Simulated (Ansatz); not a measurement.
SnO2, space group I4_1/amd, a convergence test of the plane-wave cutoff

With Ansatz's Python interface.

Run as a notebook:

```python
import warnings

import ansatz
import matplotlib.pyplot as plt
```

```python
warnings.simplefilter("ignore", ansatz.DeckWarning)
```

```python
crystal = (
    ansatz.Lattice.of([-2.00007, 2.00007, 5.12368], [2.00007, -2.00007, 5.12368], [2.00007, 2.00007, -5.12368])
    .atom("Sn", [0.75, 0.25, 0.5])
    .atom("Sn", [0.0, 0.0, 0.0])
    .atom("O", [0.79652, 0.79652, 0.0])
    .atom("O", [0.95348, 0.45348, 0.5])
    .atom("O", [0.20348, 0.20348, 0.0])
    .atom("O", [0.54652, 0.04652, 0.5])
)
```

```python
base = (
    crystal.calculation()
    .kpoints(spacing=0.29)
    .functional("LDA")
    .occupations("Fixed")
)
```

```python
rows = []
for value in [250, 325, 400, 475, 550, 625]:
    data = base.basis(value).run(threads=1).report
    rows.append((value, data["free_energy_ev"] / len(data["lattice"]["sites"]), data["n_iterations"], data["n_pw"]))
```

```python
print(" cutoff (eV)   F/atom (eV)    iterations   plane waves")
for row in rows:
    print(f"{str(row[0]):>12s}  {row[1]:12.5f}  {row[2]:12d}  {row[3]:12d}")
```

     cutoff (eV)   F/atom (eV)    iterations   plane waves
             250   -2328.50280             7           753
             325   -2329.80722             7          1071
             400   -2329.95783             7          1517
             475   -2329.97377             7          1923
             550   -2329.97458             7          2387
             625   -2329.97479             7          2921

```python
# differences from the last row
for row in rows[:-1]:
    shift = 1000 * (row[1] - rows[-1][1])
    print(f"{row[0]}: {shift:+.2f} meV/atom" + ("  (within 5 meV)" if abs(shift) < 5 else ""))
plt.figure(figsize=(4.5, 3))
plt.plot([str(row[0]) for row in rows], [1000 * (row[1] - rows[-1][1]) for row in rows], "o-")
plt.xlabel("cutoff (eV)")
plt.ylabel("F - F(last) (meV/atom)")
plt.tight_layout()
plt.savefig("ecut.png", dpi=100)
```

    250: +1471.99 meV/atom
    325: +167.57 meV/atom
    400: +16.97 meV/atom
    475: +1.02 meV/atom  (within 5 meV)
    550: +0.22 meV/atom  (within 5 meV)

From 475 eV on it stays within 5 meV an atom of the value at 625 eV; the first row (250 eV) is off by 1472.0 meV and the last but one by 0.22 meV. The energy falls steadily, as expected when plane waves are added. The last run costs about 3.8 times the first.

Reading the output:
- This cell is a computed structure, which may not be the phase found in nature.
- Shifts are counted from the last row, which is itself no proven limit.
- The script silences the warnings on its input, which a real study should read.
- It ran for 40 s on 1 thread of Arm Neoverse V2 (shared host), peak memory 0.58 GiB.
